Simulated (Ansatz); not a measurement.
**CH2OSSe: small, medium and large basis sets**

One table from this session's results is given with a row withheld; the runs are named, their logs left out.

Computed with Ansatz 0.2.0, Gaussian basis. Level: one geometry, several basis sets.

Plan: PBE0-D4/def2-SVP; ωB97M-V/def2-SVP; PBE0-D4/def2-QZVPP; ωB97M-V/def2-QZVPP; the functionals' def2-TZVPP values are taken from earlier runs.

### Structure used throughout

An earlier PBE0-D4 in a triple-zeta def2 set relaxation fixed the geometry.

6 atoms, charge 0, spin multiplicity 1.

Atoms are counted from 1 here; the program's logs count them from 0.

Bond lengths: O1–C2 1.327 Å, O1–H5 0.970 Å, C2–S3 1.735 Å, C2–Se4 1.783 Å, S3–H6 1.340 Å. Angles: C2–O1–H5 107.0°, O1–C2–S3 109.2°, O1–C2–Se4 123.5°, S3–C2–Se4 127.2°, C2–S3–H6 94.4°.

The first run:

The input, in.yaml:

```yaml
crystal:
  periodic: [false, false, false]
  atoms:
    - {symbol: O, position_ang: [0.258908, 1.193056, -0.698463]}
    - {symbol: C, position_ang: [-0.015610, 0.033193, -0.115590]}
    - {symbol: S, position_ang: [0.611330, 0.044682, 1.502282]}
    - {symbol: Se, position_ang: [-0.895346, -1.291452, -0.922671]}
    - {symbol: H, position_ang: [-0.104249, 1.151359, -1.596489]}
    - {symbol: H, position_ang: [0.186966, -1.194837, 1.784632]}
basis:
  gaussian: {orbitals: def2-SVP}
hamiltonian: {xc: pbe0, dispersion: d4}
output: {orbitals: {seedname: orbitals}}
```

On the command line:

```
> ansatz run in.yaml --threads 2 --pin off --events-out ev --progress --plain --max-ram 4352MiB
```

Steps of the session up to this table: PBE0-D4 in def2-SVP; ωB97M-V in def2-SVP; PBE0-D4 in def2-QZVPP; ωB97M-V in def2-QZVPP.

One of the session's tables, all rows but one given; the rest of the session is left out.

It belongs to the step «Functionals by basis». 

```
functional       basis  HOMO (eV)  LUMO (eV)
   PBE0-D4    def2-SVP      -6.47      -1.63
   PBE0-D4  def2-TZVPP          ?          ?
   PBE0-D4  def2-QZVPP      -6.63      -1.92
   ωB97M-V    def2-SVP      -8.55       0.52
   ωB97M-V  def2-TZVPP      -8.72       0.22
   ωB97M-V  def2-QZVPP      -8.74       0.13
```

Estimate the missing values for PBE0-D4, def2-TZVPP.

As computed: HOMO (eV): -6.60; LUMO (eV): -1.86. In the column «HOMO (eV)» it lies between PBE0-D4, def2-QZVPP (-6.63) and PBE0-D4, def2-SVP (-6.47).
